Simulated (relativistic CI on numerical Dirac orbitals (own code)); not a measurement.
# Ta XXIX (Ta²⁸⁺): levels and lines, part 2 of 2

The task is the spectrum of Ta²⁸⁺: levels, purity of their labels, lifetimes and lines; runs with one setting changed show what the result hangs on.

Calculated with an in-house relativistic CI code, version 4; Dirac-Coulomb-Breit CI, KLI orbitals optimised for each configuration. Earlier steps stand in the parts before.

## 3. Correlation estimate p86

Settings of the run:

```ini
atom Ta  Z=73  charge=28  electrons=45
nucleus A=181  rms_radius_fm=5.3507
hamiltonian dirac-coulomb  breit=on  qed=on  c_scale=1
orbitals kli  potential=per-configuration
slater_scale 1
correlation p86
mixing on
configurations
  [Kr] 4d9
  [Ar] 3d10 4s2 4p5 4d10
  [Kr] 4d8 4f
  [Ar] 3d10 4s 4p6 4d10
  [Ar] 3d10 4s2 4p5 4d9 4f
  [Ar] 3d10 4s 4p6 4d9 4f
  [Kr] 4d8 5s
  [Kr] 4d8 5p
  [Kr] 4d7 4f 5s
  [Kr] 4d8 5d
  [Ar] 3d10 4s2 4p5 4d9 5s
  [Kr] 4d7 5s2
  [Kr] 4d6 4f 5s2
  [Ar] 3d10 4s2 4p5 4d7 4f 5s2
  [Ar] 3d10 4s 4p6 4d7 4f 5s2
end
```

Result record:

```text
{
  "status": "converged",
  "levels [i, E_cm, J2, conf, term, w_term, w_jj]": [
    [0, 0, 5, "4s2 4p6 4d9", "2D", 0.9963, 0.9963],
    [1, 122875.67, 3, "4s2 4p6 4d9", "2D", 0.9968, 0.9968],
    [2, 1412317.7, 3, "4s2 4p5 4d10", "2P*", 0.7577, 0.7577],
    [3, 1501351.9, 5, "4s2 4p6 4d8 4f", "4F*", 0.3359, 0.9751],
    [4, 1507411.9, 7, "4s2 4p6 4d8 4f", "4F*", 0.5472, 0.7998],
    [5, 1516911.8, 3, "4s2 4p6 4d8 4f", "4D*", 0.3032, 0.8479],
    [6, 1528249.1, 9, "4s2 4p6 4d8 4f", "4F*", 0.5749, 0.5099],
    [7, 1531031.3, 5, "4s2 4p6 4d8 4f", "2F*", 0.3527, 0.7662],
    [8, 1535925.4, 13, "4s2 4p6 4d8 4f", "4I*", 0.4062, 0.9593],
    [9, 1546058.6, 1, "4s2 4p6 4d8 4f", "2P*", 0.4895, 0.9686],
    [10, 1546600.4, 11, "4s2 4p6 4d8 4f", "4H*", 0.4492, 0.8077],
    [11, 1547584.8, 15, "4s2 4p6 4d8 4f", "4I*", 0.8774, 0.9888],
    [12, 1551859.5, 7, "4s2 4p6 4d8 4f", "4D*", 0.4548, 0.4655],
    [13, 1559309.6, 9, "4s2 4p6 4d8 4f", "2G*", 0.4467, 0.5063],
    [14, 1560355.1, 3, "4s2 4p6 4d8 4f", "2D*", 0.412, 0.6784],
    [15, 1562339.1, 13, "4s2 4p6 4d8 4f", "4H*", 0.6877, 0.9527],
    "... 184 more rows left out ..."
  ],
  "n_levels_all": 2742,
  "total_energy [Ha]": -15224.47181,
  "configurations [conf, odd, states, E_av_cm, breit_Ha, qed_Ha, corr_Ha]": [
    ["4s2 4p6 4d9", 0, 10, 62116.2, 16.33, 11.11, -3.304],
    ["4s2 4p5 4d10", 1, 6, 1.7439e+06, 16.3, 11.11, -3.298],
    ["4s2 4p6 4d8 4f", 1, 630, 1.69463e+06, 16.31, 11.11, -3.3],
    ["4s 4p6 4d10", 0, 2, 2.99382e+06, 16.31, 11.07, -3.296],
    ["4s2 4p5 4d9 4f", 0, 840, 3.3576e+06, 16.28, 11.11, -3.294],
    ["4s 4p6 4d9 4f", 1, 280, 4.60987e+06, 16.29, 11.07, -3.292],
    ["4s2 4p6 4d8 5s", 0, 90, 2.93217e+06, 16.33, 11.13, -3.246],
    ["4s2 4p6 4d8 5p", 1, 270, 3.42871e+06, 16.33, 11.12, -3.241],
    ["4s2 4p6 4d7 4f 5s", 1, 3360, 4.56574e+06, 16.31, 11.13, -3.242],
    ["4s2 4p6 4d8 5d", 0, 450, 4.09314e+06, 16.32, 11.12, -3.236],
    ["4s2 4p5 4d9 5s", 1, 120, 4.60306e+06, 16.3, 11.13, -3.241],
    ["4s2 4p6 4d7 5s2", 0, 120, 5.87025e+06, 16.33, 11.15, -3.206],
    ["4s2 4p6 4d6 4f 5s2", 1, 2940, 7.50447e+06, 16.31, 11.15, -3.203],
    ["4s2 4p5 4d7 4f 5s2", 0, 10080, 9.14533e+06, 16.27, 11.14, -3.198],
    "... 1 more rows left out ..."
  ],
  "ionisation_energy [eV]": 1112.22
}
```

Wall time 3.1 s (1 thread of Arm Neoverse N1, shared host).

How the levels moved (eV, from the main run's lowest level):

```csv
level,main run,shift
4d9 2D3/2,15.23,-0.00
4p5 4d10 2P°3/2,174.96,+0.15
4d8 4f [4d5/2^4 4f5/2] J=5/2°,186.04,+0.11
4d8 4f [4d5/2^4 4f5/2] J=7/2°,186.79,+0.11
4d8 4f [4d5/2^4 4f5/2] J=3/2°,187.96,+0.11
4d8 4f 4F°9/2,189.37,+0.11
4d8 4f [4d5/2^4 4f5/2] J=5/2° (ii),189.72,+0.11
4d8 4f [4d5/2^4 4f5/2] J=13/2°,190.32,+0.11
4d8 4f [4d5/2^4 4f7/2] J=1/2°,191.58,+0.11
4d8 4f [4d5/2^4 4f5/2] J=11/2°,191.65,+0.11
4d8 4f 4I°15/2,191.77,+0.11
4d8 4f 4D°7/2 + 2F°,192.30,+0.11
```

## 4. Without the Breit term

Changes to the settings of step 3:

```diff
@@ -2,6 +2,6 @@
 nucleus A=181  rms_radius_fm=5.3507
-hamiltonian dirac-coulomb  breit=on  qed=on  c_scale=1
+hamiltonian dirac-coulomb  breit=off  qed=on  c_scale=1
 orbitals kli  potential=per-configuration
 slater_scale 1
-correlation p86
+correlation none
 mixing on
```

Result record:

```text
{
  "status": "converged",
  "levels [i, E_cm, J2, conf, term, w_term, w_jj]": [
    [0, 0, 5, "4s2 4p6 4d9", "2D", 0.9964, 0.9964],
    [1, 125460.15, 3, "4s2 4p6 4d9", "2D", 0.9968, 0.9968],
    [2, 1416563.1, 3, "4s2 4p5 4d10", "2P*", 0.7553, 0.7553],
    [3, 1502607.3, 5, "4s2 4p6 4d8 4f", "4F*", 0.333, 0.9762],
    [4, 1509520.4, 7, "4s2 4p6 4d8 4f", "4F*", 0.5431, 0.805],
    [5, 1518497.3, 3, "4s2 4p6 4d8 4f", "4D*", 0.3009, 0.8476],
    [6, 1531117.8, 9, "4s2 4p6 4d8 4f", "4F*", 0.5586, 0.5358],
    [7, 1532956.2, 5, "4s2 4p6 4d8 4f", "2F*", 0.3546, 0.7725],
    [8, 1538707.2, 13, "4s2 4p6 4d8 4f", "4I*", 0.4026, 0.9629],
    [9, 1549075.6, 1, "4s2 4p6 4d8 4f", "2P*", 0.487, 0.969],
    [10, 1549229, 11, "4s2 4p6 4d8 4f", "4H*", 0.4482, 0.8164],
    [11, 1551894.7, 15, "4s2 4p6 4d8 4f", "4I*", 0.8757, 0.9893],
    [12, 1554566.5, 7, "4s2 4p6 4d8 4f", "4D*", 0.4436, 0.4902],
    [13, 1562127.7, 9, "4s2 4p6 4d8 4f", "2G*", 0.4492, 0.5304],
    [14, 1562250.3, 3, "4s2 4p6 4d8 4f", "2D*", 0.4187, 0.6939],
    [15, 1566314.3, 13, "4s2 4p6 4d8 4f", "4H*", 0.6913, 0.9557],
    "... 184 more rows left out ..."
  ],
  "n_levels_all": 2742,
  "total_energy [Ha]": -15237.50454,
  "configurations [conf, odd, states, E_av_cm, breit_Ha, qed_Ha, corr_Ha]": [
    ["4s2 4p6 4d9", 0, 10, 62958.7, 16.33, 11.11, "-"],
    ["4s2 4p5 4d10", 1, 6, 1.75075e+06, 16.3, 11.11, "-"],
    ["4s2 4p6 4d8 4f", 1, 630, 1.6995e+06, 16.31, 11.11, "-"],
    ["4s 4p6 4d10", 0, 2, 2.99804e+06, 16.31, 11.07, "-"],
    ["4s2 4p5 4d9 4f", 0, 840, 3.3685e+06, 16.28, 11.11, "-"],
    ["4s 4p6 4d9 4f", 1, 280, 4.61817e+06, 16.29, 11.07, "-"],
    ["4s2 4p6 4d8 5s", 0, 90, 2.92079e+06, 16.33, 11.13, "-"],
    ["4s2 4p6 4d8 5p", 1, 270, 3.41549e+06, 16.33, 11.12, "-"],
    ["4s2 4p6 4d7 4f 5s", 1, 3360, 4.55848e+06, 16.31, 11.13, "-"],
    ["4s2 4p6 4d8 5d", 0, 450, 4.08158e+06, 16.32, 11.12, "-"],
    ["4s2 4p5 4d9 5s", 1, 120, 4.5979e+06, 16.3, 11.13, "-"],
    ["4s2 4p6 4d7 5s2", 0, 120, 5.8506e+06, 16.33, 11.15, "-"],
    ["4s2 4p6 4d6 4f 5s2", 1, 2940, 7.48906e+06, 16.31, 11.15, "-"],
    ["4s2 4p5 4d7 4f 5s2", 0, 10080, 9.13636e+06, 16.27, 11.14, "-"],
    "... 1 more rows left out ..."
  ],
  "ionisation_energy [eV]": 1110.57
}
```

Wall time 2.6 s (1 thread of Arm Neoverse N1, shared host).

How the levels moved (eV, from the main run's lowest level):

```csv
level,main run,shift
4d9 2D3/2,15.23,+0.32
4p5 4d10 2P°3/2,174.96,+0.68
4d8 4f [4d5/2^4 4f5/2] J=5/2°,186.04,+0.26
4d8 4f [4d5/2^4 4f5/2] J=7/2°,186.79,+0.37
4d8 4f [4d5/2^4 4f5/2] J=3/2°,187.96,+0.31
4d8 4f 4F°9/2,189.37,+0.46
4d8 4f [4d5/2^4 4f5/2] J=5/2° (ii),189.72,+0.35
4d8 4f [4d5/2^4 4f5/2] J=13/2°,190.32,+0.45
4d8 4f [4d5/2^4 4f7/2] J=1/2°,191.58,+0.48
4d8 4f [4d5/2^4 4f5/2] J=11/2°,191.65,+0.43
4d8 4f 4I°15/2,191.77,+0.64
4d8 4f 4D°7/2 + 2F°,192.30,+0.44
```

## 5. One common potential

Changes to the settings of step 4:

```diff
@@ -2,4 +2,4 @@
 nucleus A=181  rms_radius_fm=5.3507
-hamiltonian dirac-coulomb  breit=off  qed=on  c_scale=1
-orbitals kli  potential=per-configuration
+hamiltonian dirac-coulomb  breit=on  qed=on  c_scale=1
+orbitals kli  potential=mean
 slater_scale 1
```

Result record:

```text
{
  "status": "converged",
  "levels [i, E_cm, J2, conf, term, w_term, w_jj]": [
    [0, 0, 5, "4s2 4p6 4d9", "2D", 0.9963, 0.9963],
    [1, 122880.48, 3, "4s2 4p6 4d9", "2D", 0.9968, 0.9968],
    [2, 1410544.2, 3, "4s2 4p5 4d10", "2P*", 0.7576, 0.7576],
    [3, 1499521.5, 5, "4s2 4p6 4d8 4f", "4F*", 0.336, 0.9751],
    [4, 1505579.2, 7, "4s2 4p6 4d8 4f", "4F*", 0.5472, 0.7997],
    [5, 1515086.8, 3, "4s2 4p6 4d8 4f", "4D*", 0.3032, 0.8478],
    [6, 1526415.8, 9, "4s2 4p6 4d8 4f", "4F*", 0.5752, 0.5096],
    [7, 1529201.7, 5, "4s2 4p6 4d8 4f", "2F*", 0.3527, 0.7661],
    [8, 1534104.1, 13, "4s2 4p6 4d8 4f", "4I*", 0.4062, 0.9593],
    [9, 1544222, 1, "4s2 4p6 4d8 4f", "2P*", 0.4895, 0.9685],
    [10, 1544781.6, 11, "4s2 4p6 4d8 4f", "4H*", 0.4492, 0.8076],
    [11, 1545753.2, 15, "4s2 4p6 4d8 4f", "4I*", 0.8774, 0.9888],
    "... 188 more rows left out ..."
  ],
  "n_levels_all": 2742,
  "total_energy [Ha]": -15221.165144,
  "configurations [conf, odd, states, E_av_cm, breit_Ha, qed_Ha, corr_Ha]": [
    ["4s2 4p6 4d9", 0, 10, 62081.5, 16.33, 11.11, "-"],
    ["4s2 4p5 4d10", 1, 6, 1.74218e+06, 16.3, 11.11, "-"],
    ["4s2 4p6 4d8 4f", 1, 630, 1.69279e+06, 16.31, 11.11, "-"],
    ["4s 4p6 4d10", 0, 2, 2.99159e+06, 16.31, 11.07, "-"],
    ["4s2 4p5 4d9 4f", 0, 840, 3.3541e+06, 16.27, 11.11, "-"],
    ["4s 4p6 4d9 4f", 1, 280, 4.60581e+06, 16.28, 11.07, "-"],
    ["4s2 4p6 4d8 5s", 0, 90, 2.92141e+06, 16.32, 11.13, "-"],
    ["4s2 4p6 4d8 5p", 1, 270, 3.4174e+06, 16.32, 11.12, "-"],
    ["4s2 4p6 4d7 4f 5s", 1, 3360, 4.55271e+06, 16.29, 11.13, "-"],
    ["4s2 4p6 4d8 5d", 0, 450, 4.08115e+06, 16.31, 11.11, "-"],
    ["4s2 4p5 4d9 5s", 1, 120, 4.5907e+06, 16.28, 11.12, "-"],
    ["4s2 4p6 4d7 5s2", 0, 120, 5.86173e+06, 16.3, 11.14, "-"],
    ["4s2 4p6 4d6 4f 5s2", 1, 2940, 7.49362e+06, 16.27, 11.14, "-"],
    ["4s2 4p5 4d7 4f 5s2", 0, 10080, 9.1333e+06, 16.24, 11.14, "-"],
    "... 1 more rows left out ..."
  ]
}
```

It took 2.4 s on 1 thread of Arm Neoverse N1, shared host.

Shifts of the excitation energies against the main run, counted from its lowest level (eV):

```csv
level,main run,shift
4d9 2D3/2,15.23,+0.00
4p5 4d10 2P°3/2,174.96,-0.07
4d8 4f [4d5/2^4 4f5/2] J=5/2°,186.04,-0.12
4d8 4f [4d5/2^4 4f5/2] J=7/2°,186.79,-0.12
4d8 4f [4d5/2^4 4f5/2] J=3/2°,187.96,-0.12
4d8 4f 4F°9/2,189.37,-0.12
4d8 4f [4d5/2^4 4f5/2] J=5/2° (ii),189.72,-0.12
4d8 4f [4d5/2^4 4f5/2] J=13/2°,190.32,-0.12
4d8 4f [4d5/2^4 4f7/2] J=1/2°,191.58,-0.12
4d8 4f [4d5/2^4 4f5/2] J=11/2°,191.65,-0.12
4d8 4f 4I°15/2,191.77,-0.12
4d8 4f 4D°7/2 + 2F°,192.30,-0.12
```

## 6. The runs side by side

What follows sums up all 2 parts.

| run | time | mean size of shift, levels followed (cm⁻¹) | lowest level | ionisation energy (eV) |
| --- | --- | --- | --- | --- |
| main run | 3.1 s | 0 | 4d9 2D5/2 | 1110.1 |
| correlation estimate p86 | 3.1 s | 825 | 4d9 2D5/2 | 1112.2 |
| without the Breit term | 2.6 s | 3493 | 4d9 2D5/2 | 1110.6 |
| one common potential | 2.4 s | 847 | 4d9 2D5/2 | - |

The tabulated theoretical ionisation energy (NIST) is 1110 eV.

## 7. Results

| quantity | value |
| --- | --- |
| lowest level | 4d9 2D5/2 |
| first excitation | 4d9 2D3/2, 122877 cm⁻¹ |
| lowest level of the other parity | 4p5 4d10 2P°3/2, 174.96 eV |
| levels in the model | 2742 |
| fastest E1 line (by rate) to the lowest level among the lowest 200 of 2742 levels | 4.940 nm, from 4d8 4f 2F°7/2 (vii) |
| ionisation energy | 1110.1 eV |
| ionisation energy, tabulated theoretical (NIST) | 1110 eV |

In words: 4d9 2D5/2 comes out lowest; its LS label holds 100 % and its jj label 100 %; over the low levels the means are 56 and 80 %, so jj coupling describes them better. The ionisation energy agrees with the tabulated theoretical value within its uncertainty of 4 eV. The largest mover is «without the Breit term» (3493 cm⁻¹ on average). Lifetimes count radiative decay inside the model alone.
